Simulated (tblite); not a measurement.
# F4H4O5SiSnTi: the cost of one run

Programs: tblite 0.8.0 and PySCF 2.14.0. All values are calculated, for the isolated system unless a continuum is named. Atoms count from 0, parts from 1.

## 1. Starting point

16 atoms, charge 0, multiplicity 1; geometry: distance geometry start.

## 2. Relaxing the cluster with GFN1-xTB

The job: settings as JSON, then the geometry in Å.

```
{"job": {"kind": "relax", "xc": "GFN1-xTB", "basis": "xTB"}, "charge": 0, "multiplicity": 1}
Sn     0.970013    -0.952019     1.975085
O      1.919966    -1.356815     0.187670
Si     1.973061    -0.236223    -1.177459
F      3.229439    -0.718730    -2.229113
F      2.270375     1.298529    -0.641896
F      0.491108    -0.290079    -1.996375
O     -0.010774     0.835299     1.844227
Ti    -1.089926     1.412409     0.350874
O     -1.747712    -0.118366    -0.600561
O     -2.575463     2.478363     0.978113
O      0.021931     2.472764    -0.862346
F     -0.338502    -2.372179     2.358994
H      2.125878    -0.902147     3.222686
H     -1.274434    -0.964914    -0.693845
H     -2.538690     3.445117     1.121603
H      0.774820     3.032079    -0.583968
```

Level: GFN1-xTB geometry optimisation, gas phase.

Command:

```bash
OMP_NUM_THREADS=1 python cluster_run.py task.json out
```

This one command runs all jobs of the session in turn.

Q: Estimate the wall time of this first job on 1 thread of AMD EPYC 9R45, shared host.

About 12 s.
